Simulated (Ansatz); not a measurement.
# AlSbSe3: the cost of one run

Method: DFT PBE, scalar-relativistic, plane waves, PAW, in Ansatz 0.2.0.

## (1) The structure to begin with

The structure is hexagonal, space group P6_3/mmc (No. 194). The conventional cell has a = 6.932 Å, b = 6.932 Å, c = 5.923 Å, α = 90.00°, β = 90.00°, γ = 120.00°. Around Al (site symmetry -6m2) lie 12 Se at 3.48 to 3.72 Å. Sb (site symmetry -3m) has 6 Se at 2.29 Å in its first shell of neighbours. Se (site symmetry mm2) has 2 Sb at 2.29 Å in its first shell of neighbours.

Coordinates:

```xyz
10
Lattice="6.9324 0.0000 0.0000 -3.4662 6.0036 0.0000 0.0000 0.0000 5.9227" Properties=species:S:1:pos:R:3 pbc="T T T"
Al    0.0000    4.0024    4.4420
Al    3.4662    2.0012    1.4807
Sb    0.0000    0.0000    2.9613
Sb    0.0000    0.0000    0.0000
Se    0.0000    1.7531    1.4807
Se    5.4142    0.8765    4.4420
Se    3.4662    4.2506    4.4420
Se   -1.9480    5.1271    1.4807
Se    1.9480    5.1271    1.4807
Se    1.5182    0.8765    4.4420
```

(A quick probe on a coarse mesh, which set the mesh and smearing, is not shown.)

## (3) A loose first relaxation

input.yaml

```yaml
crystal:
  lattice:
    - [6.9323833783, 0.0, 0.0]
    - [-3.4661916892, 6.0036201144, 0.0]
    - [0.0, 0.0, 5.9226934369]
  atoms:
    - { symbol: Al, position: [0.3333333333, 0.6666666667, 0.75] }
    - { symbol: Al, position: [0.6666666667, 0.3333333333, 0.25] }
    - { symbol: Sb, position: [0.0, 0.0, 0.5] }
    - { symbol: Sb, position: [0.0, 0.0, 0.0] }
    - { symbol: Se, position: [0.146, 0.2919999999, 0.25] }
    - { symbol: Se, position: [0.854, 0.146, 0.75] }
    - { symbol: Se, position: [0.854, 0.7080000001, 0.75] }
    - { symbol: Se, position: [0.146, 0.854, 0.25] }
    - { symbol: Se, position: [0.7080000001, 0.854, 0.25] }
    - { symbol: Se, position: [0.2919999999, 0.146, 0.75] }
basis:
  ecutwfc: 420
kpoints:
  mp_grid: { grid: [3, 3, 4] }
hamiltonian:
  xc: pbe
scf:
  occupations: { method: gaussian, width: 0.1 }
  lower_state_search: "off"
output:
  forces: true
  stress: true
  eigenvalues: true
relax:
  adjacent_minimum: "off"
  f_tol: 0.04
  max_steps: 70
  cell: { stress_tol: 0.4 }
```

Launch:

```sh
> ansatz run input.yaml --threads 1 --pin off --max-ram 2560MiB --backend cpu --events-out ev --progress --plain --runs-dir out
```

**Question.** How long does this run take on 1 thread of Arm Neoverse V1, shared host, and how much memory does it need?

About 1.9 min, with a peak of 0.58 GiB.
